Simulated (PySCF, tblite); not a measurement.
# C₄H₁₄P₂Si: infrared bands and NMR shifts

What infrared bands and NMR shifts should C₄H₁₄P₂Si (`CP(C)P(C)C[SiH3]`) show?

Computed with tblite 0.8.0 and PySCF 2.14.0, with density-fitted response routines of our own, on a single molecule in the gas phase. Atoms count from 0, in the outputs and in this text.

## Step 1: The starting structure

21 atoms, charge 0, multiplicity 1; geometry from: GFN2-xTB.

Bonds of the start (Å): C0–P1 1.86, P1–C2 1.85, P1–P3 2.20, P3–C4 1.85, P3–C5 1.86, C5–Si6 1.90, C0–H7 1.09, C0–H8 1.09, C0–H9 1.09, C2–H10 1.09, C2–H11 1.09, C2–H12 1.09, C4–H13 1.09, C4–H14 1.09, C4–H15 1.09, C5–H16 1.09, C5–H17 1.09, Si6–H18 1.46, Si6–H19 1.47, Si6–H20 1.46.

## Step 2: Infrared spectrum with GFN2-xTB

The job: settings as JSON, then the geometry in Å.

```
{"job": {"kind": "ir", "xc": "GFN2-xTB", "basis": "xTB"}, "charge": 0, "multiplicity": 1}
C     -2.687630    -0.258041     1.080100
P     -1.498205     0.747181     0.070442
C     -2.045676     0.156815    -1.600433
P      0.249120    -0.579930     0.256481
C      0.721980    -0.104550     1.983395
C      1.434756     0.509334    -0.670889
Si     3.200423    -0.197476    -0.713526
H     -2.593967    -1.319952     0.855670
H     -2.499407    -0.091818     2.139073
H     -3.699117     0.076064     0.853491
H     -2.070793    -0.931353    -1.640919
H     -3.039630     0.554399    -1.801583
H     -1.364191     0.531181    -2.362128
H      0.031432    -0.571620     2.684000
H      0.694847     0.976609     2.113785
H      1.724834    -0.474727     2.188831
H      1.412854     1.511906    -0.238993
H      1.062309     0.585646    -1.695072
H      3.773134    -0.244290     0.633962
H      4.017489     0.687224    -1.547915
H      3.166520    -1.545660    -1.278839
```

**Question.** This job is followed by: GIAO PBE0/pcSseg-1 NMR shielding, non-relativistic, gas phase. Predict these results of the whole session: strongest single infrared mode (GFN2-xTB); zero-point energy (GFN2-xTB); 13C shifts against TMS (PBE0/pcSseg-1, means over atoms taken as alike); 1H shifts against TMS (PBE0/pcSseg-1, means over atoms taken as alike); 31P shifts against H3PO4 (PBE0/pcSseg-1); 29Si shifts against TMS (PBE0/pcSseg-1).

As calculated:

```
                                                               quantity                       value
                              strongest single infrared mode (GFN2-xTB)       2248 cm⁻¹, 364 km/mol
                                           zero-point energy (GFN2-xTB)              102.2 kcal/mol
13C shifts against TMS (PBE0/pcSseg-1, means over atoms taken as alike)         14.3, 13.5, 8.5 ppm
 1H shifts against TMS (PBE0/pcSseg-1, means over atoms taken as alike)  3.94, 1.14, 1.11, 0.67 ppm
                               31P shifts against H3PO4 (PBE0/pcSseg-1)            -53.1, -59.0 ppm
                                29Si shifts against TMS (PBE0/pcSseg-1)                   -77.0 ppm
```

**Reading.** No mode is imaginary among the 57: a minimum at this level. The strongest single mode, at 2248 cm⁻¹, moves mainly H18. Unscaled tight-binding wavenumbers are off by several per cent, some by more. Its intensities can rank the bands wrongly. At PBE0/pcSseg-1: The largest span, 129 ppm, is at P1, where the paramagnetic term is -592 ppm.
